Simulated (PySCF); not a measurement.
# CH10Si3: NMR shifts at several levels of theory, part 2 of 2

PySCF 2.14.0. Atoms count from 0. Earlier steps stand in the parts before.

## Step 8: Nuclear shieldings: KT2/pcSseg-1

What the job is given:

```
{"job": {"kind": "nmr", "xc": "KT2", "basis": "pcSseg-1", "pop": false}, "charge": 0, "multiplicity": 1}
C      0.089817     1.824567    -0.864819
Si    -0.080865     0.386087     0.350991
Si    -1.901977    -0.979160    -0.219175
Si     1.857622    -0.937257     0.352312
H     -0.821169     2.442140    -0.873880
H      0.940190     2.467550    -0.590824
H      0.259251     1.445846    -1.884406
H     -0.297740     0.902904     1.742483
H     -3.182357    -0.202964    -0.217059
H     -1.699447    -1.543644    -1.591394
H     -2.030043    -2.116042     0.744697
H      1.718988    -2.068827     1.321166
H      3.064831    -0.133037     0.724253
H      2.079087    -1.509675    -1.013680
```

Method: GIAO KT2/pcSseg-1 NMR shielding, non-relativistic, gas phase.

What it wrote:

```text
coarse grid: 12160 points
cycle   1  E = -920.7701094119  dE = -2.541e-01  |g| = 3.919e-01  |ddm| = 3.144e+00
cycle   2  E = -920.7218548235  dE =  4.825e-02  |g| = 5.537e-01  |ddm| = 9.268e-01
cycle   3  E = -920.8102844573  dE = -8.843e-02  |g| = 7.260e-02  |ddm| = 6.451e-01
cycle   4  E = -920.8120116943  dE = -1.727e-03  |g| = 1.556e-02  |ddm| = 1.409e-01
cycle   5  E = -920.8121072357  dE = -9.554e-05  |g| = 3.256e-03  |ddm| = 3.381e-02
cycle   6  E = -920.8121103972  dE = -3.161e-06  |g| = 6.144e-04  |ddm| = 5.220e-03
final grid: 100712 points
cycle   7  E = -920.8784238736  dE = -1.095e-04  |g| = 1.698e-02  |ddm| = 2.007e-02
cycle   8  E = -920.8783897842  dE =  3.409e-05  |g| = 1.658e-02  |ddm| = 2.364e-02
cycle   9  E = -920.8784465995  dE = -5.682e-05  |g| = 5.574e-03  |ddm| = 2.013e-02
cycle  10  E = -920.8784554923  dE = -8.893e-06  |g| = 4.148e-04  |ddm| = 6.196e-03
cycle  11  E = -920.8784555600  dE = -6.772e-08  |g| = 6.468e-05  |ddm| = 8.172e-04
cycle  12  E = -920.8784555615  dE = -1.476e-09  |g| = 1.897e-05  |ddm| = 1.394e-04
cycle  13  E = -920.8784555616  dE = -1.401e-10  |g| = 3.166e-06  |ddm| = 3.537e-05
converged SCF energy = -920.8784555616

GIAO shielding tensors (ppm)
atom      isotropic    diamagn.    paramagn.     s11        s22        s33       span
  0 C      190.370     252.937     -62.566    186.590    189.633    194.888      8.299
  1 Si     439.711     884.623    -444.912    413.361    418.481    487.290     73.929
  2 Si     466.802     883.046    -416.244    456.326    460.811    483.267     26.941
  3 Si     466.714     883.071    -416.357    456.340    460.561    483.241     26.901
  4 H       30.643      29.906       0.737     25.531     28.224     38.173     12.642
  5 H       30.638      29.942       0.696     25.533     28.212     38.170     12.637
  6 H       31.027      31.165      -0.138     26.723     28.926     37.431     10.707
  7 H       27.126      30.171      -3.044     24.315     24.858     32.207      7.892
  8 H       27.491      28.950      -1.459     24.144     25.310     33.019      8.875
  9 H       27.683      29.455      -1.772     24.700     25.931     32.420      7.720
 10 H       27.646      29.151      -1.506     24.273     25.693     32.971      8.698
 11 H       27.643      29.175      -1.531     24.274     25.686     32.969      8.695
 12 H       27.489      28.981      -1.492     24.145     25.309     33.014      8.869
 13 H       27.683      29.484      -1.800     24.697     25.936     32.418      7.721
```

It took 16 s on 1 thread of Arm Neoverse V1, shared host; peak memory 0.71 GiB.

This run: δ C0 -7.2, Si1 -78.7, Si2 -105.7, H7 4.05, H8 3.57 ppm (means over like atoms).

## Step 9: Nuclear shieldings: KT3/pcSseg-1

Settings changed since step 8:

```diff
@@ -1,2 +1,2 @@
-{"job": {"kind": "nmr", "xc": "KT2", "basis": "pcSseg-1", "pop": false}, "charge": 0, "multiplicity": 1}
+{"job": {"kind": "nmr", "xc": "KT3", "basis": "pcSseg-1", "pop": false}, "charge": 0, "multiplicity": 1}
 C      0.089817     1.824567    -0.864819
```

With the program's defaults for keys left out, this is: GIAO KT3/pcSseg-1 NMR shielding, non-relativistic, gas phase.

What it wrote:

```text
coarse grid: 12160 points
cycle   1  E = -920.0788354605  dE = -2.786e-01  |g| = 4.005e-01  |ddm| = 3.175e+00
cycle   2  E = -920.0285814802  dE =  5.025e-02  |g| = 5.664e-01  |ddm| = 9.679e-01
cycle   3  E = -920.1221102426  dE = -9.353e-02  |g| = 6.946e-02  |ddm| = 6.654e-01
cycle   4  E = -920.1237188420  dE = -1.609e-03  |g| = 1.493e-02  |ddm| = 1.325e-01
cycle   5  E = -920.1238071493  dE = -8.831e-05  |g| = 3.473e-03  |ddm| = 3.344e-02
cycle   6  E = -920.1238107065  dE = -3.557e-06  |g| = 7.733e-04  |ddm| = 5.683e-03
final grid: 100712 points
cycle   7  E = -920.1809429628  dE = -1.216e-04  |g| = 1.615e-02  |ddm| = 2.162e-02
cycle   8  E = -920.1809466196  dE = -3.657e-06  |g| = 9.023e-03  |ddm| = 1.358e-02
cycle   9  E = -920.1809544927  dE = -7.873e-06  |g| = 3.217e-03  |ddm| = 1.041e-02
cycle  10  E = -920.1809577719  dE = -3.279e-06  |g| = 3.371e-04  |ddm| = 3.751e-03
cycle  11  E = -920.1809578084  dE = -3.648e-08  |g| = 6.586e-05  |ddm| = 5.749e-04
cycle  12  E = -920.1809578099  dE = -1.531e-09  |g| = 1.870e-05  |ddm| = 1.322e-04
cycle  13  E = -920.1809578100  dE = -1.219e-10  |g| = 2.790e-06  |ddm| = 3.216e-05
converged SCF energy = -920.1809578100

GIAO shielding tensors (ppm)
atom      isotropic    diamagn.    paramagn.     s11        s22        s33       span
  0 C      188.704     252.205     -63.501    185.337    187.946    192.829      7.492
  1 Si     438.846     883.991    -445.145    414.200    418.261    484.077     69.877
  2 Si     464.724     882.362    -417.638    454.755    458.665    480.751     25.996
  3 Si     464.629     882.387    -417.757    454.745    458.427    480.716     25.971
  4 H       30.782      30.034       0.748     25.829     28.395     38.123     12.295
  5 H       30.778      30.071       0.707     25.830     28.384     38.121     12.291
  6 H       31.157      31.304      -0.147     26.983     29.052     37.436     10.453
  7 H       27.482      30.481      -3.000     24.683     25.262     32.499      7.816
  8 H       27.767      29.272      -1.506     24.526     25.623     33.151      8.625
  9 H       27.943      29.781      -1.837     25.028     26.216     32.586      7.558
 10 H       27.910      29.466      -1.556     24.628     25.994     33.108      8.480
 11 H       27.908      29.489      -1.581     24.630     25.987     33.106      8.476
 12 H       27.765      29.305      -1.540     24.528     25.622     33.146      8.618
 13 H       27.943      29.808      -1.865     25.025     26.221     32.584      7.559
```

Run time: 16 s. Hardware: 1 thread of Arm Neoverse V1, shared host; peak memory 0.71 GiB.

This run: δ C0 -6.4, Si1 -73.3, Si2 -99.2, H7 3.84, H8 3.45 ppm (means over like atoms).

## Step 10: Shielding tensors: B97-D/pcSseg-1

Settings changed since step 9:

```diff
@@ -1,2 +1,2 @@
-{"job": {"kind": "nmr", "xc": "KT3", "basis": "pcSseg-1", "pop": false}, "charge": 0, "multiplicity": 1}
+{"job": {"kind": "nmr", "xc": "B97-D", "basis": "pcSseg-1", "pop": false}, "charge": 0, "multiplicity": 1}
 C      0.089817     1.824567    -0.864819
```

Level: GIAO B97-D/pcSseg-1 NMR shielding, non-relativistic, gas phase.

What it wrote:

```text
coarse grid: 12160 points
cycle   1  E = -912.4571347799  dE = -2.815e-01  |g| = 3.973e-01  |ddm| = 3.192e+00
cycle   2  E = -912.3981708921  dE =  5.896e-02  |g| = 5.982e-01  |ddm| = 9.322e-01
cycle   3  E = -912.5014113933  dE = -1.032e-01  |g| = 5.528e-02  |ddm| = 6.534e-01
cycle   4  E = -912.5025682510  dE = -1.157e-03  |g| = 1.626e-02  |ddm| = 1.268e-01
cycle   5  E = -912.5026772132  dE = -1.090e-04  |g| = 4.437e-03  |ddm| = 3.829e-02
cycle   6  E = -912.5026831289  dE = -5.916e-06  |g| = 1.112e-03  |ddm| = 7.376e-03
final grid: 100712 points
cycle   7  E = -912.5102705669  dE = -4.878e-05  |g| = 8.337e-03  |ddm| = 2.736e-02
cycle   8  E = -912.5102611981  dE =  9.369e-06  |g| = 8.467e-03  |ddm| = 1.665e-02
cycle   9  E = -912.5102804010  dE = -1.920e-05  |g| = 2.709e-03  |ddm| = 1.199e-02
cycle  10  E = -912.5102822771  dE = -1.876e-06  |g| = 4.617e-04  |ddm| = 3.152e-03
cycle  11  E = -912.5102823590  dE = -8.191e-08  |g| = 4.433e-05  |ddm| = 7.537e-04
cycle  12  E = -912.5102823593  dE = -3.317e-10  |g| = 2.318e-05  |ddm| = 9.016e-05
converged SCF energy = -912.5102823593

GIAO shielding tensors (ppm)
atom      isotropic    diamagn.    paramagn.     s11        s22        s33       span
  0 C      186.044     251.860     -65.815    182.429    185.275    190.429      8.000
  1 Si     419.896     882.800    -462.904    395.083    398.707    465.898     70.815
  2 Si     446.845     881.177    -434.331    436.538    440.424    463.574     27.037
  3 Si     446.748     881.202    -434.454    436.522    440.179    463.543     27.020
  4 H       30.877      29.978       0.899     26.017     28.539     38.076     12.059
  5 H       30.873      30.015       0.858     26.018     28.527     38.073     12.055
  6 H       31.254      31.269      -0.015     27.170     29.185     37.407     10.238
  7 H       27.550      30.454      -2.904     24.789     25.390     32.471      7.683
  8 H       27.816      29.295      -1.480     24.628     25.709     33.111      8.483
  9 H       28.000      29.863      -1.863     25.146     26.300     32.554      7.408
 10 H       27.962      29.515      -1.553     24.734     26.078     33.074      8.340
 11 H       27.960      29.538      -1.578     24.735     26.072     33.072      8.337
 12 H       27.814      29.329      -1.515     24.629     25.708     33.106      8.477
 13 H       28.000      29.891      -1.891     25.143     26.305     32.552      7.409
```

Run time: 16 s. Hardware: 1 thread of Arm Neoverse V1, shared host; peak memory 0.71 GiB.

This run: δ C0 -6.9, Si1 -72.7, Si2 -99.6, H7 3.86, H8 3.48 ppm (means over like atoms).

## Step 11: Nuclear shieldings: B3LYP/pcSseg-1

Settings changed since step 10:

```diff
@@ -1,2 +1,2 @@
-{"job": {"kind": "nmr", "xc": "B97-D", "basis": "pcSseg-1", "pop": false}, "charge": 0, "multiplicity": 1}
+{"job": {"kind": "nmr", "xc": "B3LYP", "basis": "pcSseg-1", "pop": false}, "charge": 0, "multiplicity": 1}
 C      0.089817     1.824567    -0.864819
```

With the program's defaults for keys left out, this is: GIAO B3LYP/pcSseg-1 NMR shielding, non-relativistic, gas phase.

What it wrote:

```text
coarse grid: 12160 points
cycle   1  E = -912.5862111889  dE = -2.946e-01  |g| = 3.399e-01  |ddm| = 3.138e+00
cycle   2  E = -912.5695079259  dE =  1.670e-02  |g| = 4.133e-01  |ddm| = 5.976e-01
cycle   3  E = -912.6157388557  dE = -4.623e-02  |g| = 3.317e-02  |ddm| = 3.840e-01
cycle   4  E = -912.6160750768  dE = -3.362e-04  |g| = 8.784e-03  |ddm| = 5.994e-02
cycle   5  E = -912.6161013190  dE = -2.624e-05  |g| = 2.649e-03  |ddm| = 1.856e-02
cycle   6  E = -912.6161034435  dE = -2.125e-06  |g| = 4.005e-04  |ddm| = 4.149e-03
final grid: 100712 points
cycle   7  E = -912.6350543042  dE = -7.494e-06  |g| = 3.478e-03  |ddm| = 1.318e-02
cycle   8  E = -912.6350521154  dE =  2.189e-06  |g| = 4.431e-03  |ddm| = 6.598e-03
cycle   9  E = -912.6350572714  dE = -5.156e-06  |g| = 3.184e-04  |ddm| = 4.021e-03
cycle  10  E = -912.6350572956  dE = -2.422e-08  |g| = 3.980e-05  |ddm| = 4.104e-04
cycle  11  E = -912.6350572961  dE = -4.511e-10  |g| = 1.290e-05  |ddm| = 7.874e-05
converged SCF energy = -912.6350572961

GIAO shielding tensors (ppm)
atom      isotropic    diamagn.    paramagn.     s11        s22        s33       span
  0 C      187.121     251.909     -64.788    183.098    186.433    191.833      8.735
  1 Si     412.164     881.817    -469.652    387.367    390.518    458.608     71.241
  2 Si     440.236     880.267    -440.031    429.740    433.976    456.994     27.254
  3 Si     440.138     880.293    -440.154    429.724    433.729    456.962     27.237
  4 H       30.873      29.979       0.893     25.901     28.473     38.243     12.342
  5 H       30.868      30.016       0.852     25.903     28.462     38.240     12.338
  6 H       31.256      31.262      -0.006     27.055     29.127     37.584     10.529
  7 H       27.559      30.311      -2.752     24.731     25.368     32.579      7.848
  8 H       27.796      29.158      -1.362     24.543     25.660     33.186      8.642
  9 H       27.977      29.707      -1.730     25.060     26.245     32.627      7.567
 10 H       27.945      29.373      -1.428     24.660     26.018     33.157      8.497
 11 H       27.943      29.396      -1.453     24.661     26.012     33.155      8.494
 12 H       27.794      29.191      -1.397     24.544     25.659     33.180      8.636
 13 H       27.977      29.734      -1.757     25.057     26.249     32.624      7.567
```

It took 11 s on 1 thread of Arm Neoverse V1, shared host; peak memory 0.76 GiB.

This run: δ C0 -7.9, Si1 -74.3, Si2 -102.3, H7 3.82, H8 3.48 ppm (means over like atoms).

## Step 12: Comparing the runs: NMR shifts

Shifts (ppm), means over like atoms, with basis size and wall time:

```
           run    C0    H7    H8    H4    Si1     Si2  functions   time
   HF/pcSseg-1  -8.9  3.49  3.36  0.33  -70.9   -90.2        139  5.8 s
  LDA/pcSseg-1  -8.9  4.33  3.74  0.40  -84.6  -116.0        139   13 s
  PBE/pcSseg-1  -7.7  4.07  3.62  0.41  -80.4  -107.6        139   15 s
 BLYP/pcSseg-1  -7.3  3.92  3.52  0.41  -74.3  -105.8        139   16 s
 BP86/pcSseg-1  -7.5  4.05  3.62  0.41  -78.9  -105.9        139   16 s
 OPBE/pcSseg-1  -7.0  3.99  3.60  0.41  -78.9   -99.6        139   16 s
  KT2/pcSseg-1  -7.2  4.05  3.57  0.41  -78.7  -105.7        139   16 s
  KT3/pcSseg-1  -6.4  3.84  3.45  0.41  -73.3   -99.2        139   16 s
B97-D/pcSseg-1  -6.9  3.86  3.48  0.41  -72.7   -99.6        139   16 s
B3LYP/pcSseg-1  -7.9  3.82  3.48  0.38  -74.3  -102.3        139   11 s
```

## Step 13: What came out

The summary covers parts 1 to 2.

```
                                                              quantity                 value
                                  ¹³C shifts against TMS (HF/pcSseg-1)              -8.9 ppm
  ¹H shifts against TMS (HF/pcSseg-1, means over atoms taken as alike)  3.49, 3.36, 0.33 ppm
²⁹Si shifts against TMS (HF/pcSseg-1, means over atoms taken as alike)      -70.9, -90.2 ppm
                                             range of the shift of Si2   -116.0 to -90.2 ppm
```

In words: Single values in the summary come from the first run of each kind that ended normally (HF/pcSseg-1), which need not be the best level. At HF/pcSseg-1: The widest tensor belongs to Si1: span 68 ppm, with a paramagnetic part of -414 ppm. In ppm, Si2 (with its like atoms) moves most: its shift spreads over 25.8 ppm, from -116.0 (LDA/pcSseg-1) to -90.2 (HF/pcSseg-1).
